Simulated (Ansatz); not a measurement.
# CH₂GaNO: a ladder of functionals and wavefunction methods

One table from this session's results is given with a row withheld; the runs are named, their logs left out.

The runs use Ansatz 0.2.0, Gaussian basis; functionals in def2-TZVPP, the program's frozen cores in correlated methods.

Plan: LDA (SPW92), PBE-D4, revPBE-D4, BLYP-D4, r2SCAN-D4, B97M-V, PBE0-D4, B3LYP-D4, r2SCANh-D4, r2SCAN0-D4, HSE06-D4, BHLYP-D4, CAM-B3LYP-D4, LC-ωPBE, ωB97X-V, ωB97M-V, B2PLYP, PBE-QIDH; CCSD(T)/def2-SVP; CCSD(T)/def2-TZVPP; MP2/def2-QZVPP; extrapolation to the limit; RPA on PBE.

## The geometry

All runs share one geometry, relaxed beforehand with PBE0-D4 in a triple-zeta def2 set.

SMILES `N#[C][GaH][OH]`, 6 atoms, charge 0, spin multiplicity 1.

Atoms are counted from 1 here; the program's logs count them from 0.

Bond lengths: N1–C2 1.153 Å, C2–Ga3 1.935 Å, Ga3–O4 1.770 Å, Ga3–H5 1.547 Å, O4–H6 0.960 Å. Angles: N1–C2–Ga3 177.2°, C2–Ga3–O4 111.4°, C2–Ga3–H5 123.7°, O4–Ga3–H5 124.9°, Ga3–O4–H6 114.7°.

Set-up of the first run:

Contents of in.yaml:

```yaml
crystal:
  periodic: [false, false, false]
  atoms:
    - {symbol: N, position_ang: [1.581260, -1.868952, 1.348503]}
    - {symbol: C, position_ang: [1.011311, -1.082190, 0.728387]}
    - {symbol: Ga, position_ang: [0.131463, 0.248209, -0.366492]}
    - {symbol: O, position_ang: [-1.523645, 0.548869, 0.185299]}
    - {symbol: H, position_ang: [0.803664, 0.950589, -1.569570]}
    - {symbol: H, position_ang: [-2.004043, 1.203476, -0.326126]}
basis:
  gaussian: {orbitals: def2-TZVPP}
hamiltonian: {xc: lda}
output: {orbitals: {seedname: orbitals}}
```

Started as:

```
$ ansatz run in.yaml --threads 2 --pin off --events-out ev --progress --plain --max-ram 4352MiB
```

Steps of the session up to this table: LDA; PBE-D4 (GGA); revPBE-D4 (GGA); BLYP-D4 (GGA); r2SCAN-D4 (meta-GGA); B97M-V (meta-GGA); PBE0-D4 (hybrid); B3LYP-D4 (hybrid); r2SCANh-D4 (hybrid); r2SCAN0-D4 (hybrid); HSE06-D4 (hybrid); BHLYP-D4 (hybrid); CAM-B3LYP-D4 (range-separated); LC-ωPBE (range-separated); ωB97X-V (range-separated); ωB97M-V (range-separated); B2PLYP (double hybrid); PBE-QIDH (double hybrid).

One table of the session follows, with a row left open; its other results are not shown here.

It belongs to the step «Orbital energies across the functionals». 

```
  functional  HOMO (eV)  LUMO (eV)  gap (eV)
 LDA (SPW92)      -8.22      -3.20      5.02
      PBE-D4      -8.05      -2.91      5.14
   revPBE-D4      -7.96      -2.79      5.17
     BLYP-D4      -7.95      -2.86      5.09
   r2SCAN-D4      -8.39      -2.70      5.69
      B97M-V      -8.42      -2.82      5.60
     PBE0-D4      -9.53      -2.11      7.42
    B3LYP-D4      -9.30      -2.39      6.91
  r2SCANh-D4      -8.95      -2.41      6.54
  r2SCAN0-D4      -9.76      -1.98      7.78
    HSE06-D4      -9.12      -2.48      6.65
    BHLYP-D4     -10.86      -1.35      9.51
CAM-B3LYP-D4     -10.97      -1.20      9.78
     LC-ωPBE     -12.35       0.02     12.37
     ωB97X-V          ?          ?         ?
     ωB97M-V     -11.84      -0.30     11.54
```

**Question.** Estimate the row for ωB97X-V.

As computed: HOMO (eV): -11.97; LUMO (eV): -0.11; gap (eV): 11.86. In the column «HOMO (eV)» it lies between LC-ωPBE (-12.35) and ωB97M-V (-11.84).
